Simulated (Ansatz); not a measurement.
**[InCl4]-: geometry, orbitals and charge**

Aim: characterise [InCl4]- as a singlet: its structure, frontier levels and distribution of charge.

Computed with Ansatz 0.2.0, Gaussian basis. Level: RKS PBE0-D4/def2-TZVPD.

The runs, in order: relaxation at PBE-D4/def2-SVPD; a search for the lowest solution at PBE0-D4/def2-SVP; a single point at PBE0-D4/def2-TZVPD; harmonic vibrations at PBE-D4/def2-SVPD.

2 further runs of the same task are left out: 2 set aside as unsound or not needed. Runs told in other sessions of the task aren't counted.

## 1. Starting geometry

5 atoms, charge -1, spin multiplicity 1.

Atoms are counted from 1 here; the program's logs count them from 0.

Bond lengths: In1–Cl2 2.359 Å, In1–Cl3 2.356 Å, In1–Cl4 2.358 Å, In1–Cl5 2.359 Å. Angles: Cl2–In1–Cl3 109.4°, Cl2–In1–Cl4 109.4°, Cl2–In1–Cl5 109.4°, Cl3–In1–Cl4 109.5°, Cl3–In1–Cl5 109.5°, Cl4–In1–Cl5 109.5°.

In takes a core potential in the def2 sets. No spin-orbit coupling is included. The ion is computed in the gas phase, without counter-ions or solvent.

The start is a GFN2-xTB geometry.

## 2. Optimising with PBE-D4/def2-SVPD

File in.yaml:

```yaml
crystal:
  periodic: [false, false, false]
  atoms:
    - {symbol: In, position_ang: [0.000660, 0.000420, -0.001430]}
    - {symbol: Cl, position_ang: [0.010660, -0.016390, 2.357160]}
    - {symbol: Cl, position_ang: [2.219230, 0.010760, -0.794980]}
    - {symbol: Cl, position_ang: [-1.120020, 1.928860, -0.766850]}
    - {symbol: Cl, position_ang: [-1.110530, -1.923660, -0.793890]}
basis:
  gaussian: {orbitals: def2-SVPD}
total_charge: -1
hamiltonian: {xc: pbe, dispersion: d4}
scf: {lower_state_search: "off"}
output: {orbitals: {seedname: orbitals}}
relax: {f_tol: 0.02, max_steps: 100}
```

Started as:

```sh
> ansatz run in.yaml --threads 4 --pin off --events-out ev --progress --plain --max-ram 3916MiB
```

After this run come: Searching for the lowest solution, PBE0-D4/def2-SVP; Single point, PBE0-D4/def2-TZVPD; Harmonic vibrations.

Q: Predict the results of all the runs planned. Wanted: point group; commonest bond; HOMO, LUMO at PBE0-D4/def2-TZVPD; lowest, highest wavenumber.

As calculated:

```
                        quantity                            value
                     point group                               Td
                  commonest bond  Cl–In, 4 of mean length 2.433 Å
HOMO, LUMO at PBE0-D4/def2-TZVPD                   -4.84, 1.61 eV
      lowest, highest wavenumber                     71, 309 cm⁻¹
```

What this shows: The molecule keeps its bonding pattern by the stored test; the atoms moved 0.07 Å (rms). All wavenumbers are real: a minimum at this level. The HOMO lies nearest to Cl2, Cl5 about 35 % each; Cl4 28 % and the LUMO to In1 38 %; 4 Cl atoms about 15 % each.
